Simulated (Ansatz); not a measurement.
**F2HOSTa: a spread of methods and bases**

How do the results and run time of F2HOSTa respond when the settings are drawn wide?

Computed with Ansatz 0.2.0, Gaussian basis. Level: the settings change from run to run.

## Step 1: The geometry

The geometry comes from an earlier relaxation with PBE0-D4 in a triple-zeta def2 set; it is a stationary point. Ta takes a core potential in def2 sets; no spin-orbit term is included.

SMILES `[OH][Ta]([F])([F])=[S]`, 6 atoms, charge 0, spin multiplicity 1.

Atoms are counted from 1 here; the program's logs count them from 0.

Bond lengths: O1–Ta2 1.874 Å, O1–H6 0.959 Å, Ta2–F3 1.866 Å, Ta2–F4 1.866 Å, Ta2–S5 2.155 Å. Angles: Ta2–O1–H6 132.9°, O1–Ta2–F3 109.2°, O1–Ta2–F4 109.2°, O1–Ta2–S5 108.9°, F3–Ta2–F4 111.0°, F3–Ta2–S5 109.3°, F4–Ta2–S5 109.3°.

## Step 2: PBE/def2-TZVPP

Input file in.yaml:

```yaml
crystal:
  periodic: [false, false, false]
  atoms:
    - {symbol: O, position_ang: [-1.047537, 0.410149, 0.926857]}
    - {symbol: Ta, position_ang: [0.286024, -0.319742, -0.168078]}
    - {symbol: F, position_ang: [1.717956, -0.868690, 0.894373]}
    - {symbol: F, position_ang: [-0.424688, -1.755588, -1.124013]}
    - {symbol: S, position_ang: [0.961249, 1.191167, -1.548781]}
    - {symbol: H, position_ang: [-1.450905, 1.278605, 0.973442]}
basis:
  gaussian: {orbitals: def2-TZVPP}
hamiltonian: {xc: {name: PBE}}
```

The run is started by

```sh
ansatz run in.yaml --threads 4 --pin off --events-out ev --progress --plain --max-ram 10444MiB
```

The log of the run:

```text
Functional definition: PBE
  name "PBE"
  cite "Perdew, Burke & Ernzerhof, Phys. Rev. Lett. 77, 3865 (1996) doi:10.1103/PhysRevLett.77.3865"
  parent pbe
  parameter kappa = 0.804
  parameter beta = 0.06672455060314922
  exchange = pbe_x(kappa = kappa, mu = beta*pi^2/3)
  correlation = pbe_c(beta = beta)
1143 factors; their error is unknown
mean field evaluation 1: about -19873.6866 eV, gradient 8.4e1 eV
mean field evaluation 2: about -19758.4232 eV, gradient 2.6e2 eV
mean field evaluation 4: about -19880.3555 eV, gradient 4.1e1 eV
mean field evaluation 8: about -19884.7071 eV, gradient 7.8e-1 eV
mean field evaluation 16: about -19884.6937 eV, gradient 1.7e-3 eV
mean field -19884.69372748 eV, -730.7490161552 hartree, gradient 6.2e-5 eV, S^2 0.000000; 0 other end points of the search recorded, 0 dependent functions left out
reference -19884.69376707 eV, -730.7490176103 hartree; 28, 28 occupied and 177, 177 virtual orbitals, 1143 factors
Total energy: -19884.69376707 eV, -730.7490176103 hartree
```

It took 3 s on 4 threads of Arm Neoverse N1, shared host; peak memory 0.25 GiB.

## Step 3: PBE0-DH/def2-mTZVPP

This run has finite nuclei.

Changes to in.yaml since step 2:

```diff
@@ -10,3 +10,4 @@
 basis:
-  gaussian: {orbitals: def2-TZVPP}
-hamiltonian: {xc: {name: PBE}}
+  gaussian: {orbitals: def2-mTZVPP, nuclear_model: gaussian}
+hamiltonian: {xc: {name: PBE0-DH}}
+output: {forces: true}
```

The command is unchanged.

The log of the run (excerpt; [...] marks lines left out):

```text
Functional definition: PBE0-DH
  name "PBE0-DH"
  cite "Brémond & Adamo, J. Chem. Phys. 135, 024106 (2011) doi:10.1063/1.3604569"
  cite "Perdew, Burke & Ernzerhof, Phys. Rev. Lett. 77, 3865 (1996) doi:10.1103/PhysRevLett.77.3865"
[...]
1359 factors; integrals over basis functions are off by at most 8.8e-4 eV
[...]
mean field -19875.29614835 eV, -730.4036614922 hartree, gradient 2.7e-6 eV, S^2 0.000000; 0 other end points of the search recorded, 0 dependent functions left out
8 core orbitals not correlated: weight in the atoms' cores, before any rotation towards them, 1.000 or more for the frozen orbitals, at most 0.000 for the correlated occupied ones
reference -19875.29616417 eV, -730.4036620736 hartree; 20, 20 occupied and 112, 112 virtual orbitals, 1359 factors
second order -37.37756900 eV of doubles, -0.00000000 eV of singles
[...]
Total energy: -19879.96836029 eV, -730.5753621143 hartree
Atom 0 at    -1.047537     0.410149     0.926857 Å, force    -0.209767     0.136719     0.162604 eV/Å
Atom 1 at     0.286024    -0.319742    -0.168078 Å, force     0.015647    -0.111867     0.032519 eV/Å
Atom 2 at     1.717956    -0.868690     0.894373 Å, force     0.078195    -0.034924     0.080110 eV/Å
Atom 3 at    -0.424688    -1.755588    -1.124013 Å, force    -0.057029    -0.090891    -0.047273 eV/Å
Atom 4 at     0.961249     1.191167    -1.548781 Å, force     0.089656     0.206270    -0.185811 eV/Å
Atom 5 at    -1.450905     1.278605     0.973442 Å, force     0.083298    -0.105307    -0.042149 eV/Å
Dipole moment:    -0.388846     0.137954     0.352166 e Å
```

Wall time 12 s (4 threads of Arm Neoverse N1, shared host); peak memory 0.52 GiB.

Largest force 0.299 eV/Å, dipole 2.61 D.

## Step 4: PBE0-DH/x2c-TZVPPall

Changes to in.yaml since step 3:

```diff
@@ -10,3 +10,3 @@
 basis:
-  gaussian: {orbitals: def2-mTZVPP, nuclear_model: gaussian}
+  gaussian: {orbitals: x2c-TZVPPall}
 hamiltonian: {xc: {name: PBE0-DH}}
```

The command is unchanged.

The log of the run (excerpt; [...] marks lines left out):

```text
Functional definition: PBE0-DH
  name "PBE0-DH"
  cite "Brémond & Adamo, J. Chem. Phys. 135, 024106 (2011) doi:10.1063/1.3604569"
  cite "Perdew, Burke & Ernzerhof, Phys. Rev. Lett. 77, 3865 (1996) doi:10.1103/PhysRevLett.77.3865"
[...]
1759 factors; integrals over basis functions are off by at most 5.2e-4 eV
[...]
mean field -443029.03170137 eV, -16281.0166191619 hartree, gradient 5.6e-6 eV, S^2 0.000000; 0 other end points of the search recorded, 0 dependent functions left out
31 core orbitals not correlated: weight in the atoms' cores, before any rotation towards them, 1.000 or more for the frozen orbitals, at most 0.000 for the correlated occupied ones
reference -443029.03173280 eV, -16281.0166203172 hartree; 27, 27 occupied and 188, 188 virtual orbitals, 1759 factors
second order -49.75070218 eV of doubles, -0.00000000 eV of singles
[...]
Total energy: -443035.25057057 eV, -16281.2451583900 hartree
Relativity: scalar
Atom 0 at    -1.047537     0.410149     0.926857 Å, force     0.249507     0.000564    -0.265116 eV/Å
Atom 1 at     0.286024    -0.319742    -0.168078 Å, force    -0.017231     0.069539    -0.012292 eV/Å
Atom 2 at     1.717956    -0.868690     0.894373 Å, force    -0.432563     0.146006    -0.307179 eV/Å
Atom 3 at    -0.424688    -1.755588    -1.124013 Å, force     0.210073     0.412016     0.298188 eV/Å
Atom 4 at     0.961249     1.191167    -1.548781 Å, force    -0.161226    -0.369010     0.333300 eV/Å
Atom 5 at    -1.450905     1.278605     0.973442 Å, force     0.151442    -0.259115    -0.046902 eV/Å
Dipole moment:    -0.386554     0.154876     0.342297 e Å
```

Run time: 53 s. Hardware: 4 threads of Arm Neoverse N1, shared host; peak memory 1 GiB.

Largest force 0.550 eV/Å, dipole 2.59 D.

## Step 5: PBE-QIDH/def2-TZVPD

Set apart from the defaults: atoms shaken by 0.15 Å, the search for lower states set to light.

Input file in.yaml:

```yaml
crystal:
  periodic: [false, false, false]
  atoms:
    - {symbol: O, position_ang: [-1.048188, 0.207126, 0.622043]}
    - {symbol: Ta, position_ang: [0.062323, -0.192916, -0.035506]}
    - {symbol: F, position_ang: [1.813150, -0.795964, 1.119273]}
    - {symbol: F, position_ang: [-0.351671, -1.496800, -1.130280]}
    - {symbol: S, position_ang: [0.607285, 1.052213, -1.612714]}
    - {symbol: H, position_ang: [-1.542945, 1.232119, 0.874362]}
basis:
  gaussian: {orbitals: def2-TZVPD}
hamiltonian: {xc: {name: PBE-QIDH}}
scf: {lower_state_search: light}
```

Same command.

The log of the run (excerpt; [...] marks lines left out):

```text
Functional definition: PBE-QIDH
  name "PBE-QIDH"
  cite "Brémond, Sancho-García, Pérez-Jiménez & Adamo, J. Chem. Phys. 141, 031101 (2014) doi:10.1063/1.4890314"
  cite "Perdew, Burke & Ernzerhof, Phys. Rev. Lett. 77, 3865 (1996) doi:10.1103/PhysRevLett.77.3865"
[...]
1498 factors; integrals over basis functions are off by at most 7.4e-4 eV
[...]
mean field -19851.25481135 eV, -729.5201586534 hartree, gradient 4.6e-6 eV, S^2 0.000000; 0 other end points of the search recorded, 0 dependent functions left out
8 core orbitals not correlated: weight in the atoms' cores, before any rotation towards them, 1.000 or more for the frozen orbitals, at most 0.000 for the correlated occupied ones
reference -19851.25483275 eV, -729.5201594399 hartree; 20, 20 occupied and 190, 190 virtual orbitals, 1498 factors
second order -39.32863963 eV of doubles, -0.00000000 eV of singles
Total energy: -19864.36437930 eV, -730.0019263894 hartree
```

Wall time 10 s (4 threads of Arm Neoverse N1, shared host); peak memory 0.6 GiB.

## Step 6: B3LYP/x2c-TZVPPall

Set apart from the defaults: a point charge of 1.00 e beside it, D3(BJ) dispersion.

Input file in.yaml:

```yaml
crystal:
  periodic: [false, false, false]
  atoms:
    - {symbol: O, position_ang: [-1.047537, 0.410149, 0.926857]}
    - {symbol: Ta, position_ang: [0.286024, -0.319742, -0.168078]}
    - {symbol: F, position_ang: [1.717956, -0.868690, 0.894373]}
    - {symbol: F, position_ang: [-0.424688, -1.755588, -1.124013]}
    - {symbol: S, position_ang: [0.961249, 1.191167, -1.548781]}
    - {symbol: H, position_ang: [-1.450905, 1.278605, 0.973442]}
basis:
  gaussian: {orbitals: x2c-TZVPPall, point_charges: [{charge: 1.00, position_ang: [5.844, -0.008, -0.139]}]}
hamiltonian: {xc: {name: B3LYP}, dispersion: d3bj}
output: {forces: true}
```

The command is unchanged.

The log of the run (excerpt; [...] marks lines left out):

```text
Functional definition: B3LYP
  name "B3LYP"
  cite "Stephens, Devlin, Chabalowski & Frisch, J. Phys. Chem. 98, 11623 (1994) doi:10.1021/j100096a001"
  cite "Becke, Phys. Rev. A 38, 3098 (1988) doi:10.1103/PhysRevA.38.3098"
  cite "Lee, Yang & Parr, Phys. Rev. B 37, 785 (1988) doi:10.1103/PhysRevB.37.785"
  cite "Vosko, Wilk & Nusair, Can. J. Phys. 58, 1200 (1980) doi:10.1139/p80-159"
[...]
1781 factors; their error is unknown
[...]
mean field -443081.39287565 eV, -16282.9408568254 hartree, gradient 1.4e-5 eV, S^2 0.000000; 0 other end points of the search recorded, 0 dependent functions left out
[...]
reference -443081.39316315 eV, -16282.9408673906 hartree; 58, 58 occupied and 188, 188 virtual orbitals, 1781 factors
Total energy: -443081.64242700 eV, -16282.9500276682 hartree
Relativity: scalar
Atom 0 at    -1.047537     0.410149     0.926857 Å, force     0.308440    -0.162251    -0.168953 eV/Å
Atom 1 at     0.286024    -0.319742    -0.168078 Å, force    -0.983041    -0.041437    -0.028071 eV/Å
Atom 2 at     1.717956    -0.868690     0.894373 Å, force     0.524356    -0.115345     0.195643 eV/Å
Atom 3 at    -0.424688    -1.755588    -1.124013 Å, force     0.128912     0.110904     0.068336 eV/Å
Atom 4 at     0.961249     1.191167    -1.548781 Å, force     0.234442     0.098017    -0.096383 eV/Å
Atom 5 at    -1.450905     1.278605     0.973442 Å, force    -0.112849     0.103605     0.032791 eV/Å
Dipole moment:    -0.637558     0.155896     0.337045 e Å
```

Wall time 17 s (4 threads of Arm Neoverse N1, shared host); peak memory 1.1 GiB.

Largest force 0.984 eV/Å, dipole 3.54 D.

## Step 7: PBE0/def2-SVPD

This run has multiplicity 3, D3(BJ) dispersion.

Changes to in.yaml since step 6:

```diff
@@ -10,4 +10,4 @@
 basis:
-  gaussian: {orbitals: x2c-TZVPPall, point_charges: [{charge: 1.00, position_ang: [5.844, -0.008, -0.139]}]}
-hamiltonian: {xc: {name: B3LYP}, dispersion: d3bj}
-output: {forces: true}
+  gaussian: {orbitals: def2-SVPD}
+magnetization: {spin_polarized: true, initial_magnetization: 2}
+hamiltonian: {xc: {name: PBE0}, dispersion: d3bj}
```

Same command.

The log of the run:

```text
Functional definition: PBE0
  name "PBE0"
  cite "Adamo & Barone, J. Chem. Phys. 110, 6158 (1999) doi:10.1063/1.478522"
  cite "Perdew, Burke & Ernzerhof, Phys. Rev. Lett. 77, 3865 (1996) doi:10.1103/PhysRevLett.77.3865"
  parent pbe
  parameter a = 0.25
  parameter kappa = 0.804
  parameter beta = 0.06672455060314922
  exchange = (1 - a)*pbe_x(kappa = kappa, mu = beta*pi^2/3) + a*exact_x
  correlation = pbe_c(beta = beta)
1241 factors; their error is unknown
mean field evaluation 1: about -19858.8328 eV, gradient 4.9e1 eV
mean field evaluation 2: about -19809.2268 eV, gradient 1.2e2 eV
mean field evaluation 4: about -19866.6248 eV, gradient 7.4e0 eV
mean field evaluation 8: about -19866.8119 eV, gradient 1.1e-1 eV
mean field evaluation 16: about -19866.9783 eV, gradient 9.7e-3 eV
mean field evaluation 32: about -19867.1966 eV, gradient 1.0e-4 eV
mean field -19867.19657889 eV, -730.1060078048 hartree, gradient 6.4e-6 eV, S^2 2.005308; 6 other end points of the search recorded, 0 dependent functions left out
reference -19867.19661910 eV, -730.1060092823 hartree; 29, 27 occupied and 110, 112 virtual orbitals, 1241 factors
Total energy: -19867.31455815 eV, -730.1103434625 hartree
```

Run time: 24 s. Hardware: 4 threads of Arm Neoverse N1, shared host; peak memory 0.69 GiB.

⟨S²⟩ 2.005.

## Step 8: BLYP/def2-TZVPD

This run has coordinates scaled by 0.92, D3(BJ) dispersion.

Input file in.yaml:

```yaml
crystal:
  periodic: [false, false, false]
  atoms:
    - {symbol: O, position_ang: [-0.963734, 0.377338, 0.852709]}
    - {symbol: Ta, position_ang: [0.263142, -0.294163, -0.154632]}
    - {symbol: F, position_ang: [1.580520, -0.799195, 0.822823]}
    - {symbol: F, position_ang: [-0.390713, -1.615141, -1.034092]}
    - {symbol: S, position_ang: [0.884349, 1.095873, -1.424878]}
    - {symbol: H, position_ang: [-1.334833, 1.176317, 0.895567]}
basis:
  gaussian: {orbitals: def2-TZVPD}
hamiltonian: {xc: {name: BLYP}, dispersion: d3bj}
output: {forces: true}
```

The command is unchanged.

The log of the run (excerpt; [...] marks lines left out):

```text
Functional definition: BLYP
  name "BLYP"
  cite "Becke, Phys. Rev. A 38, 3098 (1988) doi:10.1103/PhysRevA.38.3098"
  cite "Lee, Yang & Parr, Phys. Rev. B 37, 785 (1988) doi:10.1103/PhysRevB.37.785"
[...]
1288 factors; their error is unknown
[...]
mean field -19891.52094742 eV, -730.9999118606 hartree, gradient 3.0e-5 eV, S^2 0.000000; 0 other end points of the search recorded, 0 dependent functions left out
[...]
reference -19891.52133356 eV, -730.9999260508 hartree; 28, 28 occupied and 190, 190 virtual orbitals, 1288 factors
Total energy: -19891.83538467 eV, -731.0114672165 hartree
Atom 0 at    -0.963734     0.377338     0.852709 Å, force    -3.766658    -1.440213     4.631426 eV/Å
Atom 1 at     0.263142    -0.294163    -0.154632 Å, force     0.167306    -1.349820     0.415557 eV/Å
Atom 2 at     1.580520    -0.799195     0.822823 Å, force     6.648693    -2.502010     4.897293 eV/Å
Atom 3 at    -0.390713    -1.615141    -1.034092 Å, force    -3.285996    -6.614259    -4.461259 eV/Å
Atom 4 at     0.884349     1.095873    -1.424878 Å, force     2.954980     6.666526    -6.066237 eV/Å
Atom 5 at    -1.334833     1.176317     0.895567 Å, force    -2.718326     5.239776     0.583221 eV/Å
Dipole moment:    -0.381665    -0.011303     0.410126 e Å
```

Run time: 5 s. Hardware: 4 threads of Arm Neoverse N1, shared host; peak memory 0.3 GiB.

Largest force 9.485 eV/Å, dipole 2.69 D.

## Step 9: revPBE/def2-SVPD

Options: atoms shaken by 0.03 Å.

Input file in.yaml:

```yaml
crystal:
  periodic: [false, false, false]
  atoms:
    - {symbol: O, position_ang: [-1.084119, 0.411569, 0.983738]}
    - {symbol: Ta, position_ang: [0.291235, -0.364564, -0.138979]}
    - {symbol: F, position_ang: [1.720055, -0.873342, 0.875132]}
    - {symbol: F, position_ang: [-0.434506, -1.749457, -1.126166]}
    - {symbol: S, position_ang: [0.918749, 1.221636, -1.570621]}
    - {symbol: H, position_ang: [-1.439573, 1.249000, 0.969429]}
basis:
  gaussian: {orbitals: def2-SVPD}
hamiltonian: {xc: {name: revPBE}}
output: {forces: true}
```

Launched as before.

The log of the run (excerpt; [...] marks lines left out):

```text
Functional definition: revPBE
  name "revPBE"
  cite "Zhang & Yang, Phys. Rev. Lett. 80, 890 (1998) doi:10.1103/PhysRevLett.80.890"
  cite "Perdew, Burke & Ernzerhof, Phys. Rev. Lett. 77, 3865 (1996) doi:10.1103/PhysRevLett.77.3865"
[...]
1205 factors; their error is unknown
[...]
mean field -19879.80690707 eV, -730.5694288178 hartree, gradient 1.3e-5 eV, S^2 0.000000; 0 other end points of the search recorded, 0 dependent functions left out
[...]
reference -19879.80697099 eV, -730.5694311669 hartree; 28, 28 occupied and 111, 111 virtual orbitals, 1205 factors
Total energy: -19879.80697099 eV, -730.5694311669 hartree
Atom 0 at    -1.084119     0.411569     0.983738 Å, force     1.993086    -3.870945    -0.258652 eV/Å
Atom 1 at     0.291235    -0.364564    -0.138979 Å, force    -1.721331     3.052277    -0.911634 eV/Å
Atom 2 at     1.720055    -0.873342     0.875132 Å, force     1.964189    -0.726213     1.359017 eV/Å
Atom 3 at    -0.434506    -1.749457    -1.126166 Å, force    -0.563532    -1.255197    -0.774955 eV/Å
Atom 4 at     0.918749     1.221636    -1.570621 Å, force    -0.170810    -0.727938     0.644837 eV/Å
Atom 5 at    -1.439573     1.249000     0.969429 Å, force    -1.501602     3.528018    -0.058614 eV/Å
Dipole moment:    -0.279113    -0.034694     0.366138 e Å
```

Run time: 2.8 s. Hardware: 4 threads of Arm Neoverse N1, shared host.

Largest force 4.362 eV/Å, dipole 2.22 D.

## Step 10: wB97X/def2-TZVPD

Input file in.yaml:

```yaml
crystal:
  periodic: [false, false, false]
  atoms:
    - {symbol: O, position_ang: [-1.047537, 0.410149, 0.926857]}
    - {symbol: Ta, position_ang: [0.286024, -0.319742, -0.168078]}
    - {symbol: F, position_ang: [1.717956, -0.868690, 0.894373]}
    - {symbol: F, position_ang: [-0.424688, -1.755588, -1.124013]}
    - {symbol: S, position_ang: [0.961249, 1.191167, -1.548781]}
    - {symbol: H, position_ang: [-1.450905, 1.278605, 0.973442]}
basis:
  gaussian: {orbitals: def2-TZVPD}
hamiltonian: {xc: {name: wB97X}}
output: {forces: true}
```

Same command.

The log of the run (excerpt; [...] marks lines left out):

```text
Functional definition: wB97X
  name "wB97X"
  cite "Chai & Head-Gordon, J. Chem. Phys. 128, 084106 (2008) doi:10.1063/1.2834918"
  cite "Becke, J. Chem. Phys. 107, 8554 (1997) doi:10.1063/1.475007"
[...]
  # The coefficients of nought are those of the uniform gas.
[...]
      + exact_x_lr(omega)
[...]
      + integral(e_c_pw_opposite_spin*poly(b97_u_opposite, 1, cos1, cos2, cos3, cos4))
1309 factors; their error is unknown
331 factors; integrals over basis functions are off by at most 3.1e-5 eV
[...]
mean field -19893.75784717 eV, -731.0821164100 hartree, gradient 5.1e-5 eV, S^2 0.000000; 0 other end points of the search recorded, 0 dependent functions left out
[...]
reference -19893.75778856 eV, -731.0821142562 hartree; 28, 28 occupied and 190, 190 virtual orbitals, 1309 factors
Total energy: -19893.75778856 eV, -731.0821142562 hartree
Atom 0 at    -1.047537     0.410149     0.926857 Å, force    -0.124816     0.055764     0.107996 eV/Å
Atom 1 at     0.286024    -0.319742    -0.168078 Å, force     0.136411     0.416788    -0.327978 eV/Å
Atom 2 at     1.717956    -0.868690     0.894373 Å, force     0.125333    -0.109926     0.142306 eV/Å
Atom 3 at    -0.424688    -1.755588    -1.124013 Å, force    -0.082443    -0.195924    -0.053421 eV/Å
Atom 4 at     0.961249     1.191167    -1.548781 Å, force    -0.052137    -0.133109     0.113837 eV/Å
Atom 5 at    -1.450905     1.278605     0.973442 Å, force    -0.002349    -0.033593     0.017259 eV/Å
Dipole moment:    -0.400201     0.080800     0.389334 e Å
```

Run time: 15 s. Hardware: 4 threads of Arm Neoverse N1, shared host; peak memory 0.77 GiB.

Largest force 0.548 eV/Å, dipole 2.71 D.

## Step 11: The runs in one table

```
               level  charge  multiplicity               geometry  functions  energy (eV)   time
      PBE/def2-TZVPP       0             1                relaxed        205   -19884.694    3 s
 PBE0-DH/def2-mTZVPP       0             1                relaxed        140   -19879.968   12 s
PBE0-DH/x2c-TZVPPall       0             1                relaxed        246  -443035.251   53 s
 PBE-QIDH/def2-TZVPD       0             1                 shaken        218   -19864.364   10 s
  B3LYP/x2c-TZVPPall       0             1  relaxed, point charge        246  -443081.642   17 s
      PBE0/def2-SVPD       0             3                relaxed        139   -19867.315   24 s
     BLYP/def2-TZVPD       0             1                 scaled        218   -19891.835    5 s
    revPBE/def2-SVPD       0             1                 shaken        139   -19879.807  2.8 s
    wB97X/def2-TZVPD       0             1                relaxed        218   -19893.758   15 s
```

## Step 12: Summary of results

| quantity | value |
| --- | --- |
| runs | 9 |
| quickest | revPBE/def2-SVPD, 2.8 s |
| slowest | PBE0-DH/x2c-TZVPPall, 53 s |
| spread of total energies, same state and geometry | 423155.3 eV |
| dipole, same state and geometry | 2.59 to 2.71 D |

What this shows: PBE0-DH/x2c-TZVPPall took 19 times as long as revPBE/def2-SVPD. The jobs differ in tasks and options as well as level. The totals spread over 423155 eV; they can't be compared across methods or bases. Some of these runs are scalar-relativistic and others not, which shifts the totals of all-electron atoms past neon by several eV an atom and more; core potentials, where a basis has them, take the core out of the total altogether. At the PBE0-D4/def2-TZVP geometry and in the same state, the sound runs without point charges leave forces up to 0.55 eV/Å (PBE0-DH/x2c-TZVPPall), against 9.5 eV/Å where the atoms were moved. At that geometry and state the dipole changes by 5 % between the lowest and highest value.
